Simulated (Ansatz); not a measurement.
# Cl2FHNNb: basis-set convergence

The task here is to estimate one member of a computed series from the others.

Computed with Ansatz 0.2.0, Gaussian basis. Level: one geometry, several basis sets.

Levels to be run: PBE0-D4/def2-SVP; ωB97M-V/def2-SVP; PBE0-D4/def2-QZVPP; ωB97M-V/def2-QZVPP; the functionals' def2-TZVPP values are taken from earlier runs.

## Structure used throughout

All runs share one geometry, relaxed beforehand with PBE0-D4 in a triple-zeta def2 set. Nb takes the def2 core potential; no spin-orbit term is included.

6 atoms, charge 0, spin multiplicity 1.

Atoms are counted from 1 here; the program's logs count them from 0.

Bond lengths: N1–Nb2 1.725 Å, N1–H6 1.010 Å, Nb2–F3 1.858 Å, Nb2–Cl4 2.287 Å, Nb2–Cl5 2.287 Å. Angles: Nb2–N1–H6 179.6°, N1–Nb2–F3 107.4°, N1–Nb2–Cl4 107.1°, N1–Nb2–Cl5 107.2°, F3–Nb2–Cl4 111.6°, F3–Nb2–Cl5 111.6°, Cl4–Nb2–Cl5 111.6°.

Geometry (Å):

```xyz
6

N    -0.5238    0.5264    1.0519
Nb    0.2390   -0.2274   -0.2994
F     1.6267   -1.2742    0.3574
Cl   -1.3481   -1.4959   -1.3485
Cl    1.0138    1.4430   -1.6550
H    -0.9655    0.9640    1.8475
```

The first run:

Contents of in.yaml:

```yaml
crystal:
  periodic: [false, false, false]
  atoms:
    - {symbol: N, position_ang: [-0.523816, 0.526399, 1.051886]}
    - {symbol: Nb, position_ang: [0.238969, -0.227384, -0.299450]}
    - {symbol: F, position_ang: [1.626691, -1.274217, 0.357412]}
    - {symbol: Cl, position_ang: [-1.348091, -1.495880, -1.348453]}
    - {symbol: Cl, position_ang: [1.013811, 1.443019, -1.655011]}
    - {symbol: H, position_ang: [-0.965463, 0.963962, 1.847517]}
basis:
  gaussian: {orbitals: def2-SVP}
hamiltonian: {xc: pbe0, dispersion: d4}
output: {orbitals: {seedname: orbitals}}
```

Steps of the session up to this table: PBE0-D4 in def2-SVP; ωB97M-V in def2-SVP; PBE0-D4 in def2-QZVPP; ωB97M-V in def2-QZVPP.

One table of the session follows, with a row left open; its other results are not shown here.

It belongs to the step «Density functionals: the series». 

```
functional       basis  HOMO (eV)  LUMO (eV)
   PBE0-D4    def2-SVP      -8.74      -2.47
   PBE0-D4  def2-TZVPP      -8.76      -2.56
   PBE0-D4  def2-QZVPP      -8.77      -2.57
   ωB97M-V    def2-SVP          ?          ?
   ωB97M-V  def2-TZVPP     -10.98      -0.46
   ωB97M-V  def2-QZVPP     -11.00      -0.49
```

Q: Estimate the row for ωB97M-V, def2-SVP from the others.

The run gave: HOMO (eV): -10.92; LUMO (eV): -0.32. In the column «HOMO (eV)» it lies between ωB97M-V, def2-TZVPP (-10.98) and PBE0-D4, def2-QZVPP (-8.77).
